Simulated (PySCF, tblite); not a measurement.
**C₃H₆Cl₂F₂Si: geometry, infrared bands and NMR shifts**

Wanted: the infrared bands and NMR shifts of C₃H₆Cl₂F₂Si (`FC[C@H]([SiH2]F)C(Cl)Cl`), by calculation.

The runs use tblite 0.8.0 and PySCF 2.14.0, with density-fitted response routines of our own; the level of theory stands in each step. All values are computed, except where a source is named. Atoms count from 0, in the outputs and in this text.

## 1. Starting geometry

14 atoms, charge 0, multiplicity 1; geometry from: force field or distance geometry start.

Bonds of the start (Å): F0–C1 1.37, C1–C2 1.54, C2–Si3 1.89, Si3–F4 1.62, C2–C5 1.54, C5–Cl6 1.79, C5–Cl7 1.78, C1–H8 1.08, C1–H9 1.10, C2–H10 1.09, Si3–H11 1.48, Si3–H12 1.46, C5–H13 1.10.

## 2. Optimising the geometry with GFN2-xTB

Job settings and geometry (Å):

```
{"job": {"kind": "relax", "xc": "GFN2-xTB", "basis": "xTB"}, "charge": 0, "multiplicity": 1}
F     -0.192300     2.370700     0.482000
C     -0.834500     1.278300    -0.029400
C     -0.040700     0.029000     0.409700
Si     1.699500     0.024800    -0.317600
F      2.337800    -1.403100     0.093900
C     -0.797900    -1.281500     0.121000
Cl    -2.221300    -1.436500     1.192500
Cl    -1.349700    -1.427200    -1.564700
H     -0.879500     1.396200    -1.104600
H     -1.851100     1.280600     0.385500
H      0.111100     0.102600     1.488600
H      2.531300     1.095100     0.270000
H      1.651700     0.127500    -1.777400
H     -0.165100    -2.157000     0.328200
```

Started as:

```bash
OMP_NUM_THREADS=1 python probes_run.py task.json out
```

One launch serves the whole session: the jobs run in the order shown.

**Question.** This job is followed by: GFN2-xTB harmonic vibrations, gas phase; GIAO PBE0/pcSseg-1 NMR shielding, non-relativistic, gas phase. Predict these results of the whole session: strongest single infrared mode (GFN2-xTB); zero-point energy (GFN2-xTB); ¹³C shifts against TMS (PBE0/pcSseg-1); ¹H shifts against TMS (PBE0/pcSseg-1); ¹⁹F shifts against CFCl3 (PBE0/pcSseg-1); ²⁹Si shifts against TMS (PBE0/pcSseg-1); ³⁵Cl shifts against HCl (PBE0/pcSseg-1).

**Answer**, as computed:

| quantity | value |
| --- | --- |
| strongest single infrared mode (GFN2-xTB) | 2386 cm⁻¹, 335 km/mol |
| zero-point energy (GFN2-xTB) | 53.4 kcal/mol |
| ¹³C shifts against TMS (PBE0/pcSseg-1) | 85.5, 84.9, 45.9 ppm |
| ¹H shifts against TMS (PBE0/pcSseg-1) | 6.40, 5.54, 5.39, 5.33, 5.13, 2.75 ppm |
| ¹⁹F shifts against CFCl3 (PBE0/pcSseg-1) | -238.7, -265.7 ppm |
| ²⁹Si shifts against TMS (PBE0/pcSseg-1) | 5.4 ppm |
| ³⁵Cl shifts against HCl (PBE0/pcSseg-1) | 289, 249 ppm |

**Reading.** Relaxing lowered the energy by 0.112 eV in 80 steps; the close pair that moved most is C2–Si3, from 1.886 to 1.922 Å. No mode is imaginary among the 36: a minimum at this level. The strongest single mode, at 2386 cm⁻¹, moves mainly H11 and H12. Unscaled tight-binding wavenumbers are off by several per cent, some by more. Its intensities can rank the bands wrongly. C5 stands next to heavy halogen, whose spin-orbit shielding this run leaves out, so the computed shift lies too far downfield, most of all for carbon beside Br or I. H13 (hydrogen on an sp3 CH bonded to 2 Cl) lies farthest downfield among hydrogen, at 6.40 ppm; its carbon carries Cl, an electronegative neighbour. At PBE0/pcSseg-1: Shielding is most anisotropic at Cl6 (span 708 ppm, paramagnetic term -485 ppm).
